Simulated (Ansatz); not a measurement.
# Fe (Fe, diamond): the cost of one run

Method: DFT r2SCAN, plane waves (500 eV) with PAW, scalar-relativistic; PAW files made under PBE, frozen cores solved again for the functional, in Ansatz 0.2.0.

## Step 1: The structure to begin with

The structure is cubic, space group Fd-3m (No. 227). The conventional cell has a = 5.029 Å, b = 5.029 Å, c = 5.029 Å, α = 90.00°, β = 90.00°, γ = 90.00°. Fe (site symmetry -43m) is surrounded by 4 Fe at 2.18 Å.

As a file:

```xyz
2
Lattice="0.0000 2.5145 2.5145 2.5145 0.0000 2.5145 2.5145 2.5145 0.0000" Properties=species:S:1:pos:R:3 pbc="T T T"
Fe    0.6286    0.6286    0.6286
Fe    4.4004    4.4004    4.4004
```

Starting moments (μB): +2.5 ×2.

## Step 2: Relaxation of the cell

input.yaml

```yaml
crystal:
  lattice:
    - [0.0, 2.514509054, 2.514509054]
    - [2.514509054, 0.0, 2.514509054]
    - [2.514509054, 2.514509054, 0.0]
  atoms:
    - { symbol: Fe, position: [0.125, 0.125, 0.125], spin: 2.5 }
    - { symbol: Fe, position: [0.875, 0.875, 0.875], spin: 2.5 }
hamiltonian:
  xc: r2scan
  pseudopotentials:
    kind: paw
    azcp:
      Fe: "pseudopotentials/Fe.paw.azcp"
basis:
  ecutwfc: 500
  fft_grid_basis: typed
kpoints:
  mp_grid: { grid: [11, 11, 11], shift: [0, 0, 0] }
magnetization:
  spin_polarized: true
scf:
  occupations: { method: fermi_dirac, width: 0.05 }
relax:
  max_steps: 60
  f_tol: 0.01
  cell: {}
output:
  write_density: true
  write_potential: true
  elf: true
  volumetric_format: npy
```

Started as:

```console
> ansatz run input.yaml --threads 1 --pin off --max-ram 3584MiB --backend cpu --events-out ev --progress --plain --runs-dir out
```

What time and memory should one allow on 1 thread of Intel Xeon Platinum 8259CL at 2.50GHz (Skylake/Cascade Lake), shared host?

About 3.5 min, with a peak of 0.62 GiB.
